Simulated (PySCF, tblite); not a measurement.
**Ge2H9N2P: geometry, infrared bands and NMR shifts**

Wanted: the infrared bands and NMR shifts of Ge2H9N2P (`[NH2][Ge@@H]([PH2])[NH][GeH3]`), by calculation.

The runs use tblite 0.8.0 and PySCF 2.14.0, with density-fitted response routines of our own; the level of theory stands in each step. All values are computed, except where a source is named. Atoms count from 0, in the outputs and in this text.

## (1) The starting structure

14 atoms, charge 0, multiplicity 1; geometry from: force field or distance geometry start.

Bonds of the start (Å): N0–Ge1 1.85, Ge1–P2 2.29, Ge1–N3 1.87, N3–Ge4 1.88, N0–H5 1.05, N0–H6 1.05, Ge1–H7 1.57, P2–H8 1.45, P2–H9 1.46, N3–H10 1.03, Ge4–H11 1.54, Ge4–H12 1.55, Ge4–H13 1.56.

## (2) Geometry optimisation with GFN2-xTB

Job settings and geometry (Å):

```
{"job": {"kind": "relax", "xc": "GFN2-xTB", "basis": "xTB"}, "charge": 0, "multiplicity": 1}
N     -1.615300     1.763500    -0.332700
Ge    -0.467200     0.479300     0.334600
P     -1.651500    -1.384300     0.934700
N      0.790500     0.034000    -0.971200
Ge     2.121400    -0.978600    -0.118600
H     -2.056300     1.362100    -1.197700
H     -1.032000     2.574600    -0.640200
H      0.265000     1.048800     1.597400
H     -2.681200    -0.619300     1.620700
H     -2.388100    -1.427600    -0.323200
H      1.235200     0.917600    -1.270300
H      2.733600    -0.162500     1.040600
H      1.509600    -2.290600     0.435500
H      3.235700    -1.317400    -1.156700
```

Command:

```bash
OMP_NUM_THREADS=1 python probes_run.py task.json out
```

The driver reads the jobs from task.json and runs them one after another.

**Question.** This job is followed by: GFN2-xTB harmonic vibrations, gas phase; GIAO PBE0/pcSseg-1 NMR shielding, non-relativistic, gas phase. Predict these results of the whole session: strongest single infrared mode (GFN2-xTB); zero-point energy (GFN2-xTB); 1H shifts against TMS (PBE0/pcSseg-1, means over atoms taken as alike); 15N shifts against NH3 (PBE0/pcSseg-1); 73Ge shifts against GeMe4 (PBE0/pcSseg-1); 31P shifts against H3PO4 (PBE0/pcSseg-1).

**Answer**, as computed:

| quantity | value |
| --- | --- |
| strongest single infrared mode (GFN2-xTB) | 2052 cm⁻¹, 499 km/mol |
| zero-point energy (GFN2-xTB) | 53.6 kcal/mol |
| 1H shifts against TMS (PBE0/pcSseg-1, means over atoms taken as alike) | 5.37, 4.37, 1.30, 0.66, -0.37 ppm |
| 15N shifts against NH3 (PBE0/pcSseg-1) | 35.2, 15.4 ppm |
| 73Ge shifts against GeMe4 (PBE0/pcSseg-1) | 33, -155 ppm |
| 31P shifts against H3PO4 (PBE0/pcSseg-1) | -296.4 ppm |

**Reading.** Relaxing lowered the energy by 0.496 eV in 256 steps; the close pair that moved most is N3–Ge4, from 1.877 to 1.807 Å. All 36 modes are real, so the xTB geometry is a minimum. The strongest single mode, at 2052 cm⁻¹, moves mainly H13 and H12. GFN2-xTB is a fitted tight-binding method: band positions and strengths are rough. Its intensities can rank the bands wrongly. At PBE0/pcSseg-1: The largest span, 314 ppm, is at Ge4, where the paramagnetic term is -1271 ppm. Spin-orbit coupling is left out, which matters for shieldings and couplings at and beside the heavy atoms.
